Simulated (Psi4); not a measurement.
**GeH3F (SMILES [F][GeH3]): HF/aug-cc-pVDZ**

Aim: the vertical ionisation energy of GeH3F at HF/aug-cc-pVDZ, from 2 runs. 

Program for the calculation: Psi4 1.11.

2 further runs of the same task are left out: 2 set aside as unsound or not needed.

## 1. Starting point

GeH3F: 5 atoms, total charge 0, spin state singlet. SMILES: `[F][GeH3]`. Geometry: relaxed at PBE0-D4/def2-TZVP.

Bond lengths: F1–Ge2 1.742 Å, Ge2–H3 1.533 Å, Ge2–H4 1.533 Å, Ge2–H5 1.533 Å. Angles: F1–Ge2–H3 106.2°, F1–Ge2–H4 106.2°, F1–Ge2–H5 106.3°, H3–Ge2–H4 112.5°, H3–Ge2–H5 112.5°, H4–Ge2–H5 112.5°.

## 2. The energy at HF/aug-cc-pVDZ

Input file fgeh3.py:

```python
import psi4

psi4.set_memory('1600 MB')
psi4.set_num_threads(1)
psi4.core.set_output_file('psi4.out', False)

geom = psi4.geometry("""
F     -1.046500     0.474300     1.162200
Ge     0.068200    -0.041600    -0.072800
H      1.331000    -0.512000     0.658600
H     -0.627800    -1.178000    -0.831200
H      0.325100     1.183600    -0.958100
symmetry c1
""")

psi4.set_options(dict(puream=True, e_convergence=1e-09, d_convergence=1e-08, scf_type='pk'))

result = psi4.energy("hf/aug-cc-pVDZ")
print(f'total energy {result:.8f} hartree = {result * 27.211386:.5f} eV')
```

Started as:

```sh
$ python fgeh3.py
```

psi4.out, cut to the lines that bear on the results:

```text
[...]
  Running in c1 symmetry.
[...]
  Nuclear repulsion =  126.699029936138061
[...]
  Multiplicity = 1
[...]
  Nalpha       = 22
  Nbeta        = 22
[...]
    Number of basis functions: 86
[...]
   @RHF iter   1: -2175.96580233110490   -3.86406e+00   1.33136e-02 DIIS/ADIIS
[...]
   @RHF iter  10: -2176.55824741004380   -4.82032e-11   7.09365e-09 DIIS
[...]
    Orbital Energies [Eh]
    ---------------------
    Doubly Occupied:
       1A   -405.327127     2A    -52.227030     3A    -46.316416
       4A    -46.315865     5A    -46.315864     6A    -26.268042
       7A     -7.247729     8A     -5.224312     9A     -5.221956
      10A     -5.221956    11A     -1.704762    12A     -1.690849
      13A     -1.690848    14A     -1.686006    15A     -1.686005
      16A     -1.531062    17A     -0.765679    18A     -0.627982
      19A     -0.627981    20A     -0.607001    21A     -0.486226
      22A     -0.486193
[...]
  @RHF Final Energy: -2176.55824741004380
   => Energetics <=
    Nuclear Repulsion Energy =            126.6990299361380607
    One-Electron Energy =               -3287.9607747531968016
    Two-Electron Energy =                 984.7034974070145381
    Total Energy =                      -2176.5582474100438048
[...]
 Multipole Moments:
 ------------------------------------------------------------------------------------
     Multipole            Electronic (a.u.)      Nuclear  (a.u.)        Total (a.u.)
 ------------------------------------------------------------------------------------
 L = 1.  Multiply by 2.5417464519 to convert [e a0] to [Debye]
 Dipole X            :          0.3794613            0.2320869            0.6115482
 Dipole Y            :         -0.1750277           -0.1077987           -0.2828264
 Dipole Z            :         -0.4208583           -0.2568343           -0.6776926
 Magnitude           :                                                    0.9556408
[...]
```

On the terminal:

```text
total energy -2176.55824741 hartree = -59227.16662 eV
```

Wall time 9.6 s (1 thread of AMD EPYC 7R43 (Zen 3), shared host); peak memory 0.48 GiB.

## 3. The doublet cation: energy and forces at UHF/aug-cc-pVDZ

Input file fgeh3.in:

```
memory 1600 mb

molecule {
  1 2
  F     -1.046500     0.474300     1.162200
  Ge     0.068200    -0.041600    -0.072800
  H      1.331000    -0.512000     0.658600
  H     -0.627800    -1.178000    -0.831200
  H      0.325100     1.183600    -0.958100
  symmetry c1
  no_reorient
  no_com
}

set globals {
  basis aug-cc-pVDZ
  reference uhf
  puream true
  e_convergence 1e-09
  d_convergence 1e-08
  scf_type pk
  maxiter 100
}

E, wfn = gradient('scf', return_wfn=True)
oeprop(wfn, 'LOWDIN_CHARGES', 'WIBERG_LOWDIN_INDICES', 'QUADRUPOLE', title='SCF')
```

Started as:

```sh
$ psi4 -i fgeh3.in -o fgeh3.out -n 1
```

fgeh3.out, cut to the lines that bear on the results:

```text
[...]
  Running in c1 symmetry.
[...]
  Nuclear repulsion =  126.699029936138061
[...]
  Multiplicity = 2
[...]
  Nalpha       = 22
  Nbeta        = 21
[...]
    Number of basis functions: 86
[...]
   @UHF iter   1: -2175.60372464412740   -3.50198e+00   1.27339e-02 ADIIS/DIIS
[...]
   @UHF iter  39: -2176.10959199023728   -1.36424e-12   6.68440e-10 DIIS
[...]
   @S^2 Observed:                8.144033767E-01
[...]
  @UHF Final Energy: -2176.10959199023728
   => Energetics <=
    Nuclear Repulsion Energy =            126.6990299361380607
    One-Electron Energy =               -3275.1215492044066195
    Two-Electron Energy =                 972.3129272780311112
    Total Energy =                      -2176.1095919902372771
  UHF NO Occupations:
  HONO-2 :   20  A 1.9990241
  HONO-1 :   21  A 1.9688986
[...]
  -Total Gradient:
     Atom            X                  Y                   Z
    ------   -----------------  -----------------  -----------------
       1       -0.024917695121     0.017913288277     0.024914274694
       2        0.046384701262    -0.100973405757    -0.017191859371
       3       -0.027804650131     0.032341784445    -0.016178153252
       4        0.006904144383     0.044305259479     0.010299947523
       5       -0.000566500385     0.006413073564    -0.001844209590
[...]
 Multipole Moments:
 ------------------------------------------------------------------------------------
     Multipole            Electronic (a.u.)      Nuclear  (a.u.)        Total (a.u.)
 ------------------------------------------------------------------------------------
 L = 1.  Multiply by 2.5417464519 to convert [e a0] to [Debye]
 Dipole X            :         12.6397712          -11.7310418            0.9087294
 Dipole Y            :         -5.5132710            4.5941132           -0.9191578
 Dipole Z            :        -14.0224345           13.2271380           -0.7952965
 Magnitude           :                                                    1.5176089
 L = 2.  Multiply by 1.3450342976 to convert [e a0^2] to [Debye ang]
 Quadrupole XX       :        -57.6555326           43.8408337          -13.8146990
 Quadrupole XY       :         15.5295788          -14.6953518            0.8342269
[...]
```

Wall time 35 s (1 thread of AMD EPYC 7R43 (Zen 3), shared host); peak memory 0.48 GiB.

## 4. What came out

Level: HF/aug-cc-pVDZ.

| quantity | value |
| --- | --- |
| singlet GeH3F: total energy | -2176.55825 Eh |
| singlet GeH3F: dipole moment | 2.43 D |
| singlet GeH3F: HOMO energy | -13.23 eV |
| singlet GeH3F: LUMO energy | 1.01 eV |
| singlet GeH3F: HOMO–LUMO gap | 14.24 eV |
| doublet cation: total energy | -2176.10959 Eh |
| doublet cation: HOMO energy (highest over α and β) | -19.58 eV |
| doublet cation: LUMO energy (lowest over α and β) | -11.23 eV |
| doublet cation: ⟨S²⟩ | 0.814 |
| doublet cation: largest force on an atom | 5.782 eV/Å |
| vertical ionisation energy (to the doublet cation) | 12.209 eV |

What this shows: The vertical ionisation energy comes to 12.21 eV (282 kcal/mol). −ε(HOMO) before ionisation, 13.23 eV, is 1.02 eV above this ionisation energy.
